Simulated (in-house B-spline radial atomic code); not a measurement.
# Excited states and polarisability of K¹⁵⁺ by several methods

One table from this session's results is given with a row withheld; the runs are named, their logs left out.

The numbers are computed with in-house B-spline radial atomic code version 1 (linear response of a closed shell, each method with its own adiabatic kernel; spin-free one-electron X2C, finite nucleus; B-spline basis; no spin-orbit coupling, no double excitations; only terms of natural parity, (−1)^L, with L up to 3 are computed), except any that are marked as measured or tabulated.

### The atom as given

```
element       : potassium (Z = 19)
charge        : +15
configuration : [He] 2s2
runs          : TDHF; PBE; OLYP; B3LYP; PBEsol; BP86
```

Outer shells as boxes (Hund's rule):

K¹⁵⁺
```
[He] core
2s [↑↓]
```

The first run:

The run's settings:

```ini
Z = 19
electrons = 4.0
configuration = [He] 2s2
hamiltonian = x2c
method = hf
box_radius = 7.1
rms_radius = 3.4349
intervals = 68
```

Command:

```console
python run_td.py task.json out
```

One command runs all members of the session, one after another, from task.json.

Among the steps run: TDHF.

One table of the session follows, with a row left open; its other results are not shown here.

It belongs to the step «TDHF». 

```
   state  full (eV)  Tamm-Dancoff (eV)
2s→2p ³P     22.750             27.006
2s→2p ¹P     53.916             55.840
2s→3s ³S     546.81             546.84
2s→3s ¹S     553.66             553.68
2s→3p ³P     561.35             561.35
2s→3p ¹P          ?                  ?
2s→3d ³D     569.45             569.46
2s→3d ¹D     575.26             575.27
2s→4s ³S     733.29             733.29
2s→4s ¹S     735.45             735.45
2s→4p ³P     739.03             739.04
2s→4p ¹P     739.87             739.87
2s→4d ³D     742.35             742.36
2s→4d ¹D     744.19             744.20
```

Q: Estimate the row for 2s→3p ¹P from the others.

**Answer.** full (eV): 563.76; Tamm-Dancoff (eV): 563.77. In the column «full (eV)» it lies between 2s→3p ³P (561.35) and 2s→3d ³D (569.45).
